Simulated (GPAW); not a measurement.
Crystal: AlN.

```
Al N
1.0
     3.11300    0.00000    0.00000
    -1.55650    2.69594    0.00000
     0.00000    0.00000    4.98100
Al N
2 2
Direct
  0.33333 0.66667 0.99902
  0.66667 0.33333 0.49902
  0.33333 0.66667 0.38098
  0.66667 0.33333 0.88098
```

Base run:

```yaml
Program: GPAW 26.7.0
Functional: GLLB-SC
Potentials_or_basis: the program's PAW data sets (release 1.2.1) made for this functional
Cutoff: 800 eV
Basis: pw
k_mesh: 7 × 7 × 4
Occupations: fermi-dirac, width 0.05 eV
Spin: no spin polarisation
```

Its results: band gap on the k mesh, kohn-sham part alone 4.64 eV, direct.

Problem. The run is repeated on the same cell with these changes: functional from GLLB-SC to TB-mBJ; potentials or basis from the program's PAW data sets (release 1.2.1) made for this functional to GPAW PAW data sets for LDA (gpaw-data 1.2.1). What comes out?

Solution. Band gap on the k mesh 5.73 eV, direct.

Caveats: a model potential gives levels but no total energy.

